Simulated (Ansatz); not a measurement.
# In: pressure up to the limit of the methods

One table from this session's results is given with a row withheld; the runs are named, their logs left out.

Computed with Ansatz 0.2.0 (DFT PBEsol, with the methods named in each step, unless a step's input says otherwise).

1 further run of the same task is left out (for a known fault of the program). Runs told in other sessions of the task aren't counted.

### Starting point

It takes space group Im-3m (No. 229, cubic). Conventional cell: a = 3.712 Å, b = 3.712 Å, c = 3.712 Å, α = 90.00°, β = 90.00°, γ = 90.00°. Around In (site symmetry m-3m) lie 8 In at 3.21 Å.

Structure file:

```
CELL_PARAMETERS angstrom
-1.85618 1.85618 1.85618
1.85618 -1.85618 1.85618
1.85618 1.85618 -1.85618
ATOMIC_POSITIONS crystal
In 0.00000 0.00000 0.00000
```

Whether this phase is the stable one at these pressures isn't tested.

The first run:

input.yaml

```yaml
crystal:
  lattice:
    - [-1.8561760959, 1.8561760959, 1.8561760959]
    - [1.8561760959, -1.8561760959, 1.8561760959]
    - [1.8561760959, 1.8561760959, -1.8561760959]
  atoms:
    - { symbol: In, position: [0.0, 0.0, 0.0] }
kpoints:
  mp_grid: { grid: [16, 16, 16] }
scf:
  occupations: { method: fermi_dirac, width: 0.1 }
hamiltonian:
  xc: pbesol
  pseudopotentials: { kind: paw }
output:
  forces: true
  stress: true
relax:
  f_tol: 0.005
  max_steps: 40
  cell: {}
```

Command:

```
ansatz run input.yaml --threads 1 --pin off --max-ram 2048MiB --backend cpu --events-out ev --progress --plain --runs-dir out
```

Among the steps run: Cell relaxed at zero pressure, PAW; Volume scaled by 1, PAW; Volume scaled by 0.95, PAW; Volume scaled by 0.85, PAW; Volume scaled by 0.75, PAW; Volume scaled by 0.65, PAW; Volume scaled by 0.65, PAW (source ansatz); Volume scaled by 0.55, PAW; Volume scaled by 0.45, PAW; Volume scaled by 0.4, PAW; Volume scaled by 0.4, PAW (core large).

One table of the session follows, with a row left open; its other results are not shown here.

 The rows PAW, 0.4 and PAW (core large), 0.4 agree to the last digit and may rest on the same set-up.

```
             method  volume over the first  volume (Å³/atom)  pressure (GPa)
                PAW                      1            25.839            0.03
                PAW                   0.95                 ?               ?
                PAW                   0.85            21.963           10.79
                PAW                   0.75            19.379           26.33
                PAW                   0.65            16.795           56.88
                PAW                   0.55            14.212          120.63
                PAW                   0.45            11.628          266.79
                PAW                    0.4            10.336          410.76
   PAW (core large)                    0.4            10.336          410.76
PAW (source ansatz)                   0.65            16.795           56.88
```

Estimate the missing values for PAW, 0.95.

**Answer.** volume (Å³/atom): 24.547; pressure (GPa): 2.57. In the column «volume (Å³/atom)» it lies between PAW, 0.85 (21.963) and PAW, 1 (25.839).

To keep in mind: At pressures up to 411 GPa the PAW spheres may overlap and frozen cores may not hold, so those PAW values are rough without an all-electron check. Warnings in the runs' records: datasets by core.
